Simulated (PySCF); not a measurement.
# CH3CuS (SMILES C[S][Cu]) at MP2/STO-3G

What is the vertical ionisation energy of CH3CuS at MP2/STO-3G? The job is set up through a Python script.

Program for the calculation: PySCF 2.14.0.

## (1) The structure to begin with

CH3CuS has 6 atoms, charge 0, and is taken as a singlet. SMILES: `C[S][Cu]`. The coordinates come from a PBE0-D4/def2-TZVP relaxation.

Bond lengths: C1–S2 1.819 Å, S2–Cu3 2.119 Å, C1–H4 1.092 Å, C1–H5 1.089 Å, C1–H6 1.089 Å. Angles: C1–S2–Cu3 104.2°, S2–C1–H4 106.3°, S2–C1–H5 112.1°, S2–C1–H6 112.0°, H4–C1–H5 108.3°, H4–C1–H6 108.3°, H5–C1–H6 109.7°.

## (2) A single-point energy at MP2/STO-3G

run.py

```python
from pyscf import gto, scf, mp

mol = gto.M(
    atom='''
C     -0.682191     0.660270    -0.603579
S      0.248877    -2.561335     0.153824
Cu     3.263557    -2.129154     2.752953
H     -2.237625     0.512872    -1.951142
H      0.844330     1.717383    -1.492695
H     -1.357390     1.679022     1.053144
''',
    max_memory=1860,
    spin=0,
    verbose=4,
    basis='sto-3g',
    unit='bohr',
)

myscf = scf.RHF(mol)
myscf.conv_tol = 1e-10
myscf.kernel()
if not myscf.converged:
    myscf = myscf.newton().run(myscf.mo_coeff, myscf.mo_occ)

pt = mp.MP2(myscf, frozen=11).run()
e_tot = pt.e_tot
print('E(%s) = %.9f' % ('MP2', e_tot))
```

The run is started by

```console
OMP_NUM_THREADS=1 python run.py
```

The program printed:

```text
PySCF version 2.14.0

[... 79 lines left out ...]
SCF not converged.
SCF energy = -2052.66255690895
[... 43 lines left out ...]
converged SCF energy = -2052.66255691685
[... 1 line left out ...]
******** <class 'pyscf.mp.mp2.RMP2'> ********
nocc = 16, nmo = 24
frozen orbitals 11
E(RMP2) = -2052.79484349478  E_corr = -0.132286577927145
E(SCS-RMP2) = -2052.80763897999  E_corr = -0.145082063137471
E_corr(same-spin) = -0.015763650432812
E_corr(oppo-spin) = -0.116522927494333
E(MP2) = -2052.794843495
```

It took 0.84 s on 1 thread of Arm Neoverse V2, shared host; peak memory 0.12 GiB.

## (3) The doublet cation, same level

start.xyz

```xyz
6
CH3CuS
C     -0.361000     0.349400    -0.319400
S      0.131700    -1.355400     0.081400
Cu     1.727000    -1.126700     1.456800
H     -1.184100     0.271400    -1.032500
H      0.446800     0.908800    -0.789900
H     -0.718300     0.888500     0.557300
```

job.py

```python
from pyscf import gto, scf, mp

mol = gto.M(
    atom='start.xyz',
    verbose=4,
    spin=1,
    basis='sto-3g',
    max_memory=1860,
    charge=1,
)

myscf = scf.UHF(mol)
myscf.conv_tol = 1e-10
myscf.kernel()
if not myscf.converged:
    myscf = myscf.newton().run(myscf.mo_coeff, myscf.mo_occ)

pt = mp.MP2(myscf, frozen=11).run()
energy = pt.e_tot
print('E = %.10f Eh' % energy)
```

The run is started by

```console
OMP_NUM_THREADS=1 python job.py
```

The program printed:

```text
PySCF version 2.14.0

[... 45 lines left out ...]
WARN: HOMO -0.716186418950582 >= LUMO -0.715593766967133
[... 75 lines left out ...]
SCF not converged.
SCF energy = -2052.47753251152 after 50 cycles  <S^2> = 1.7549644  2S+1 = 2.8319353
[... 67 lines left out ...]
converged SCF energy = -2052.59446931298  <S^2> = 1.7855746  2S+1 = 2.8534713
[... 1 line left out ...]
******** <class 'pyscf.mp.ump2.UMP2'> ********
nocc = (np.int64(16), np.int64(15)), nmo = (24, 24)
frozen orbitals 11
E(UMP2) = -2052.71045982545  E_corr = -0.115990512469379
E(SCS-UMP2) = -2052.71877771145  E_corr = -0.124308398471174
E_corr(same-spin) = -0.0171694805677857
E_corr(oppo-spin) = -0.0988210319015931
E = -2052.7104598255 Eh
```

Run time: 1.7 s. Hardware: 1 thread of Arm Neoverse V2, shared host; peak memory 0.12 GiB.

## (4) Summary of results

At MP2/STO-3G, 11 core orbitals frozen:

| quantity | value |
| --- | --- |
| singlet CH3CuS: total energy | -2052.79484 Eh |
| singlet CH3CuS: dipole moment (Hartree–Fock density) | 2.63 D |
| singlet CH3CuS: HOMO energy (Hartree–Fock orbitals) | -5.83 eV |
| singlet CH3CuS: LUMO energy (Hartree–Fock orbitals) | 2.96 eV |
| singlet CH3CuS: HOMO–LUMO gap (Hartree–Fock orbitals) | 8.79 eV |
| singlet CH3CuS: correlation energy (11 core orbitals frozen) | -132.3 mEh |
| doublet cation: total energy | -2052.71046 Eh |
| doublet cation: HOMO energy (Hartree–Fock orbitals) (highest over α and β) | -14.01 eV |
| doublet cation: LUMO energy (Hartree–Fock orbitals) (lowest over α and β) | -5.04 eV |
| doublet cation: correlation energy (11 core orbitals frozen) | -116.0 mEh |
| doublet cation: ⟨S²⟩ of the reference determinant | 1.786 |
| vertical ionisation energy (to the doublet cation), in doubt | 2.296 eV |

In words: Removing an electron at fixed nuclei costs 2.30 eV (222 kJ/mol). This value lies far from the orbital energy or is too small for a neutral ground state: the hole may sit in another orbital, or the first species is not in its lowest state. In a minimal basis such a difference can be off by several eV, whatever the method. ⟨S²⟩ (doublet cation) is 1.79 where a pure doublet has 0.75: the reference is spin-contaminated.
